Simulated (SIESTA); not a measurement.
Crystal: MgNb2O5.

```
CELL_PARAMETERS angstrom
6.92946 -1.94379 0.00000
6.92946 1.94379 0.00000
-0.01725 0.00000 4.14385
ATOMIC_POSITIONS crystal
Nb 0.85918 0.85918 0.00444
Nb 0.13534 0.13534 0.99956
Mg 0.70317 0.70317 0.50026
O 0.68357 0.68357 0.99991
O 0.30857 0.30857 0.00511
O 0.99691 0.99691 0.00298
O 0.84667 0.84667 0.50456
O 0.14669 0.14669 0.49984
```

The cell comes from a database or a generator and needn't be the stable form of this composition.

| Quantity | Value |
| --- | --- |
| Program | SIESTA 5.4.2 |
| Task | single point |
| Functional | PBE |
| Potentials or basis | PseudoDojo 0.4 standard (PBE files) |
| Basis | DZP (energy shift 0.003 Ry; two zetas on semicore shells) |
| Grid cutoff | 800 Ry |
| Energy shift | 0.003 Ry |
| k mesh | 7 × 7 × 7 |
| Occupations | fermi-dirac, width 0.05 eV |
| Spin | no spin polarisation |

On this cell: pressure 1.3 GPa; largest force 0.340 eV/Å; band gap on the k mesh none (metal or under the smearing width).

The same run follows on a disturbed copy (atoms moved at random, drawn with an rms of 0.05 Å):

```
Nb Mg O
1.0
     6.92946   -1.94379    0.00000
     6.92946    1.94379    0.00000
    -0.01725    0.00000    4.14385
Nb Mg O
2 1 5
Direct
  0.85561 0.86626 0.99842
  0.12212 0.15053 0.99592
  0.70711 0.70577 0.48667
  0.68811 0.68138 0.00451
  0.30174 0.31225 0.02177
  0.97955 0.01619 0.01205
  0.84100 0.85313 0.50948
  0.15704 0.13814 0.50619
```

What changes?

The energy (extrapolated to zero smearing) moves by +15.8 meV/atom; pressure 1.9 GPa; largest force 1.810 eV/Å; band gap on the k mesh none (metal or under the smearing width).

Forces in eV/Å, atoms in the order of the input:
```
Nb  -0.266  0.135  0.299
Nb  -0.278 -1.697  0.565
Mg  -0.322 -0.010  0.735
O    0.254  1.183 -0.518
O    0.062 -0.124 -0.296
O    0.088 -0.036 -0.262
O    0.599 -0.048  0.001
O   -0.140  0.593 -0.525
```

Stress tensor (GPa, compression positive):
```
3.01 0.77 0.33
0.77 1.23 0.15
0.33 0.15 1.59
```

Caveats: the basis of atomic orbitals isn't converged, which shifts pressures, moduli and gaps.
